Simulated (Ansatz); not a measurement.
V-Ta mixtures, a scan of ordered alloys across composition

Program: the Ansatz DFT code, driven from Python.

Run as a notebook:

```python
from collections import Counter
import warnings

import ansatz as az
import numpy as np

K_SPACING = 0.27
FILLING = "gaussian"
WIDTH_EV = 0.05
```

```python
def bcc(first, a):
    return (
        az.Lattice.bcc(a)
        .space_group(229)
        .atom(first, (0, 0, 0))
        .primitive()
    )
```

```python
A_FIRST, A_LAST = 3.03, 3.3
```

```python
def compute(name, crystal):
    calc = (
        crystal.calculation()
        .functional(az.Functional.PBE)
        .basis(21 * az.Ha)
        .kpoints(spacing=K_SPACING)
        .occupations(FILLING, width=WIDTH_EV)
        .spin("collinear")
        .band_table()
    )
    calc = calc.relax(force_tolerance=0.01, max_steps=40, fix_cell=["shape"])
    return calc.run()


def volume_per_atom(outcome):
    return abs(np.linalg.det(outcome.lattice.cell_ang)) / len(outcome.lattice.sites)
```

```python
def counts(outcome):
    return Counter(site.symbol for site in outcome.lattice.sites)
```

```python
warnings.simplefilter("ignore", az.DeckWarning)
```

```python
phases = {}
for k in range(2 + 1):
    a = A_FIRST + (A_LAST - A_FIRST) * k / 2
    cell = bcc("V", a).conventional().resolved()
    sites = [site.position for site in cell.sites if site.symbol == "V"]
    for position in sites[:k]:
        cell = cell.substitution("Ta", at=position, replaces="V")
    phases[f"V{2 - k}Ta{k}"] = cell.resolved()
moments = {"V": 1.5}
phases = {name: cell.moments({e: v for e, v in moments.items() if e in cell.species()}) for name, cell in phases.items()}

done = {}
for name, crystal in phases.items():
    done[name] = compute(name, crystal)
    print(f"{name}: {done[name].report['energy_sigma0_ev']:.4f} eV, {len(done[name].lattice.sites)} atoms")
```

    RunWarning: the starting moments were not kept: the SCF closed with an absolute magnetisation of 1.6e-1 μB, where they sum to 3 μB in size (2 sites). That is at most 0.1 of that sum. The system's moment may be that small; this SCF shows only that its start [...]
    V2Ta0: -5824.8211 eV, 2 atoms
    V1Ta1: -12844.6111 eV, 2 atoms
    RunWarning: this spin-polarised run has no starting moment large enough to seed its density, so its SCF can try parallel moments of its own, which can die out, and starts no order whose moments cancel. Behind that start scf.lower_state_search: light tries no [...]
    V0Ta2: -19864.5022 eV, 2 atoms

```python
# x is the share of the second element on the mixed sites; both end members stand on this same lattice
x = {name: counts(o)["Ta"] / (counts(o)["V"] + counts(o)["Ta"]) for name, o in done.items()}
first, last = min(x, key=x.get), max(x, key=x.get)
energy = {name: o.report["energy_sigma0_ev"] / len(o.lattice.sites) for name, o in done.items()}
volume = {name: volume_per_atom(o) for name, o in done.items()}
rows = []
for name in sorted(done, key=x.get):
    line = lambda table: (1 - x[name]) * table[first] + x[name] * table[last]
    rows.append((name, x[name], 1000 * (energy[name] - line(energy)), volume[name], 100 * (volume[name] / line(volume) - 1)))
print("| cell | x(Ta) | E_mix (meV/atom) | V (A^3/atom) | excess V (%) |")
print("| --- | --- | --- | --- | --- |")
for row in rows:
    print(f"| {row[0]} | {row[1]:.3f} | {row[2]:+.1f} | {row[3]:.3f} | {row[4]:+.2f} |")
```

    | cell | x(Ta) | E_mix (meV/atom) | V (A^3/atom) | excess V (%) |
    | --- | --- | --- | --- | --- |
    | V2Ta0 | 0.000 | +0.0 | 13.441 | +0.00 |
    | V1Ta1 | 0.500 | +25.3 | 15.912 | +0.24 |
    | V0Ta2 | 1.000 | +0.0 | 18.306 | +0.00 |

Mixing energies: +25 meV an atom at x(V) = 0.50 (volume +0.2 % off the straight line). Values this small can change sign on a finer mesh.

Caveats:
- Absolute energies stand on the zero of these potentials, so only differences at equal settings mean something.
- The SCF didn't keep the moments it started from (some shrank, vanished or turned); what is printed is the state reached.
- Atoms and volume are relaxed with the cell's shape held, which in cells of lower than cubic symmetry can hide stresses and shift volumes.
- Spin-orbit coupling, which matters for elements this heavy, is left out.
- Warnings are shown shortened and without file and line.
- These are small ordered cells, with both end members on the same lattice, which need not be their own; they aren't random solutions. Magnetic phases start from parallel moments and may not end in their lowest magnetic state. Differences under about 40 meV an atom lie within the error of mesh and functional.
- The cells are prototypes set up for this calculation and needn't exist.
- The script silences the warnings on its input, which a real study should read.
- It ran for 59 s on 1 thread of Arm Neoverse V1, on a shared host, peak memory 0.47 GiB.
